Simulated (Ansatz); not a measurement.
# Rh: the cost of one run

Method: DFT PBE, scalar-relativistic, plane waves, PAW, in Ansatz 0.2.0.

## Step 1: The system as given

It takes space group Cmmm (No. 65, orthorhombic). The conventional cell has a = 3.217 Å, b = 3.816 Å, c = 14.000 Å, α = 90.00°, β = 90.00°, γ = 90.00°. Rh (site symmetry mmm) is surrounded by 4 Rh at 2.50 Å.

As a file:

```cif
data_structure
_symmetry_space_group_name_H-M 'P 1'
_symmetry_Int_Tables_number 1
_cell_length_a 2.4954
_cell_length_b 2.4954
_cell_length_c 14.0000
_cell_angle_alpha 90.000
_cell_angle_beta 90.000
_cell_angle_gamma 99.744
_cell_volume 85.92
loop_
_atom_site_label
_atom_site_type_symbol
_atom_site_fract_x
_atom_site_fract_y
_atom_site_fract_z
_atom_site_occupancy
Rh1 Rh 0.50000 0.50000 0.50000 1
```

Recipe of the guess: random sheet by layer group and Wyckoff sites. The dimensions are guesses.

Only a and b are periodic; c spans vacuum, so the box's volume, pressure and space group aren't properties of the sheet.

## Step 2: Probe: one point on a coarse mesh

File input.yaml:

```yaml
crystal:
  lattice:
    - [2.495404, 0.0, 0.0]
    - [-0.422334, 2.459405, 0.0]
    - [0.0, 0.0, 14.0]
  atoms:
    - { symbol: Rh, position: [0.5, 0.5, 0.5] }
  periodic: [true, true, false]
basis:
  ecutwfc: 420
kpoints:
  mp_grid: { grid: [8, 8, 1] }
hamiltonian:
  xc: pbe
scf:
  occupations: { method: gaussian, width: 0.1 }
  lower_state_search: "off"
output:
  forces: true
  stress: true
  eigenvalues: true
```

The run is started by

```
> ansatz run input.yaml --threads 1 --pin off --max-ram 2048MiB --backend cpu --events-out ev --progress --plain --runs-dir out
```

Q: Estimate wall time and peak memory on 1 thread of Arm Neoverse V2, shared host.

About 2.7 s, with a peak of 0.33 GiB.
